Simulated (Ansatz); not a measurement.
## AlBH4S2, SMILES [AlH2][S]BS: a rigid scan of one bond length, step by step

Computed with Ansatz's Python interface.

Run as a notebook:

```python
import ansatz
import matplotlib.pyplot as plt
import numpy as np

SETTINGS = {
    'basis': 'def2-SVP',
    'functional': 'pbe',
}
```

```python
geometry_ang = [
    ('Al', (-0.6024, 1.516, -0.195)),
    ('S', (1.285, 0.6564, -0.9616)),
    ('B', (1.0888, -0.835, 0.1552)),
    ('S', (0.3389, -2.3833, -0.4528)),
    ('H', (-2.0299, 1.1747, -0.9306)),
    ('H', (-0.639, 2.5501, 1.0577)),
    ('H', (1.5997, -0.8032, 1.2639)),
    ('H', (-0.949, -1.9329, 0.0074)),
]
system = ansatz.Crystal.molecule()
for symbol, xyz in geometry_ang:
    system = system.atom(symbol, xyz)
```

```python
symbols = [site.symbol for site in system.cartesian_sites]
start = np.array([site.position_ang for site in system.cartesian_sites])
axis = (start[0] - start[1]) / np.linalg.norm(start[0] - start[1])
moving = [0, 4, 5]
lengths, energies = [1.88, 2.03, 2.21, 2.43, 2.76, 3.32, 3.98, 4.86], []
for length in lengths:
    xyz = start.copy()
    xyz[moving] += (length - np.linalg.norm(start[0] - start[1])) * axis
    point = ansatz.Crystal.molecule()
    for symbol, place in zip(symbols, xyz):
        point = point.atom(symbol, place.tolist())
    setup = (
        point.calculation()
        .basis(gaussian=SETTINGS['basis'])
        .functional(SETTINGS['functional'])
        .spin('collinear')
    )
    report = setup.run(threads=1, pin='off').report
    energies.append(report['free_energy_ev'])
    print(f'r = {length:6.3f} A  E = {energies[-1]:.5f} eV  <S^2> = {abs(report["mean_field"]["state"]["spin_squared"]):.3f}')
```

    r =  1.880 A  E = -28984.74161 eV  <S^2> = 0.000
    r =  2.030 A  E = -28985.61188 eV  <S^2> = 0.000
    r =  2.210 A  E = -28985.89998 eV  <S^2> = 0.000
    r =  2.430 A  E = -28985.69863 eV  <S^2> = 0.000
    r =  2.760 A  E = -28984.99056 eV  <S^2> = 0.000
    r =  3.320 A  E = -28983.75017 eV  <S^2> = 0.000
    r =  3.980 A  E = -28983.03936 eV  <S^2> = 0.694
    r =  4.860 A  E = -28982.91325 eV  <S^2> = 0.875

```python
print('energy above the lowest point (eV):', [round(e - min(energies), 3) for e in energies])
plt.figure(figsize=(4.5, 3))
plt.plot(lengths, np.array(energies) - min(energies), 'o-')
plt.xlabel('bond length (A)')
plt.ylabel('E - E(min) (eV)')
plt.tight_layout()
plt.savefig('scan.png', dpi=100)
```

    energy above the lowest point (eV): [1.158, 0.288, 0.0, 0.201, 0.909, 2.15, 2.861, 2.987]

What to keep in mind:
- Total energies depend on the basis set; only differences at equal settings carry meaning.
- The rest of the molecule is held rigid at a force-field or estimated start geometry, and the basis set is modest; single-reference methods fail as a bond breaks.
- The expectation value of S² is noticeably off S(S+1) in at least one run, so that state is spin-contaminated.
- The whole script took 75 s on 1 thread of Arm Neoverse V1 (shared host), peak memory 0.3 GiB.

(Lines on the test bed's own set-up are left out of the output.)
